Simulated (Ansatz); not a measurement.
# MnS: the cost of one run

Method: DFT PBE, scalar-relativistic, plane waves, PAW, in Ansatz 0.2.0.

The COD entry's cell or inner coordinates are ideal or old and differ from later refinements, so a difference from it is no clean test against experiment.

### Step 1. Starting point

It takes space group Fm-3m (No. 225, cubic). Conventional cell: a = 5.209 Å, b = 5.209 Å, c = 5.209 Å, α = 90.00°, β = 90.00°, γ = 90.00°. Mn (site symmetry m-3m) has 6 S at 2.60 Å as nearest neighbours. S (site symmetry m-3m) has 6 Mn at 2.60 Å as nearest neighbours.

As a file:

```cif
data_structure
_symmetry_space_group_name_H-M 'Fm-3m'
_symmetry_Int_Tables_number 225
_cell_length_a 5.2090
_cell_length_b 5.2090
_cell_length_c 5.2090
_cell_angle_alpha 90.000
_cell_angle_beta 90.000
_cell_angle_gamma 90.000
_cell_volume 141.34
loop_
_atom_site_label
_atom_site_type_symbol
_atom_site_symmetry_multiplicity
_atom_site_Wyckoff_symbol
_atom_site_fract_x
_atom_site_fract_y
_atom_site_fract_z
_atom_site_occupancy
Mn1 Mn 4 a 0.00000 0.00000 0.00000 1
S1 S 4 b 0.50000 0.00000 0.00000 1
```

Starting moments: Mn 5.00 μB.

### Step 2. First run, at the start cell

File input.yaml:

```yaml
crystal:
  lattice:
    - [0.0, 2.6045, 2.6045]
    - [2.6045, 0.0, 2.6045]
    - [2.6045, 2.6045, 0.0]
  atoms:
    - { symbol: Mn, position: [0.0, 0.0, 0.0], spin: 5.0 }
    - { symbol: S, position: [0.5, 0.5, 0.5] }
basis:
  ecutwfc: 420
  ecutrho_ratio: 4
kpoints:
  mp_grid: { grid: [6, 6, 6] }
hamiltonian:
  xc: pbe
scf:
  occupations: { method: gaussian, width: 0.05 }
output:
  forces: true
  stress: true
  eigenvalues: true
  populations: true
magnetization:
  spin_polarized: true
```

The run is started by

```console
> ansatz run input.yaml --threads 2 --pin off --max-ram 5120MiB --backend cpu --events-out ev --progress --plain --runs-dir out
```

What time and memory should one allow on 2 threads of Arm Neoverse V1, shared host?

About 1.4 s, with a peak of 0.29 GiB.
